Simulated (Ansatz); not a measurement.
# BeSe (triplet): wave-function methods side by side, aug-cc-pVDZ

An exercise on one series of results from a longer session: the logs are not shown, and one member is left open.

Method: aug-cc-pVDZ, core rule «outside noble gas», up to 15 orbitals frozen; program: Ansatz 0.2.0, Gaussian basis.

To be run: UHF; CCSD(T) on ROHF; CCSD(T) on UHF; BCCD(T) on ROHF; CISD; CCSDT(Q) on ROHF; CCSDT(Q) on UHF.

31 further runs of the same task are left out: 10 for a known fault of the program, 1 for a mislabelled method, 10 that didn't finish, 10 set aside as unsound or not needed.

### The system

The geometry is a PBE0/def2-TZVPD stationary point (not a proven minimum) of the parent state, kept for this charge and spin. No spin-orbit coupling is included. The filled d shell of Se may be among the frozen orbitals whatever the setting's name suggests; the logs give the count.

2 atoms, charge 0, spin multiplicity 3.

Atoms are counted from 1 here; the program's logs count them from 0.

Bond lengths: Se1–Be2 2.171 Å.

As a file:

```xyz
2

Se    0.00000    0.00000    0.00000
Be    0.00000    0.00000    2.17080
```

The first run:

in.yaml

```yaml
crystal:
  periodic: [false, false, false]
  atoms:
    - {symbol: Se, position_ang: [0.000000, 0.000000, 0.000000]}
    - {symbol: Be, position_ang: [0.000000, 0.000000, 2.170800]}
basis:
  gaussian: {orbitals: aug-cc-pVDZ}
magnetization: {spin_polarized: true, initial_magnetization: 2}
hamiltonian: {xc: hf}
output: {orbitals: {seedname: orbitals}}
```

The run is started by

```
$ ansatz run in.yaml --threads 1 --pin off --events-out ev --progress --plain --max-ram 2393MiB
```

Steps of the session up to this table: UHF; CCSD(T) on ROHF; CCSD(T) on UHF; BCCD(T) on ROHF; CISD; CCSDT(Q) on ROHF; CCSDT(Q) on UHF.

One table of the session follows, with a row left open; its other results are not shown here.

```
   method  from UCCSDT(Q) (kcal/mol)
     ROHF                     +88.41
      UHF                     +86.02
     RMP2                     +15.82
     UMP2                     +16.06
     CISD                          ?
    RCCSD                      +3.79
    UCCSD                      +3.66
 RCCSD(T)                      +0.83
 UCCSD(T)                      +0.77
  BCCD(T)                      +0.85
   RCCSDT                      +0.26
   UCCSDT                      +0.20
RCCSDT(Q)                      +0.08
UCCSDT(Q)                          0
```

**Question.** Estimate the row for CISD.

The run gave: from UCCSDT(Q) (kcal/mol): +7.66. In the column «from UCCSDT(Q) (kcal/mol)» it lies between RCCSD (+3.79) and RMP2 (+15.82).

Caveats from the session: Restricted and unrestricted rows rest on different reference determinants; where their highest levels disagree by more than a few hundredths of an eV, they describe different states and don't form one ladder.
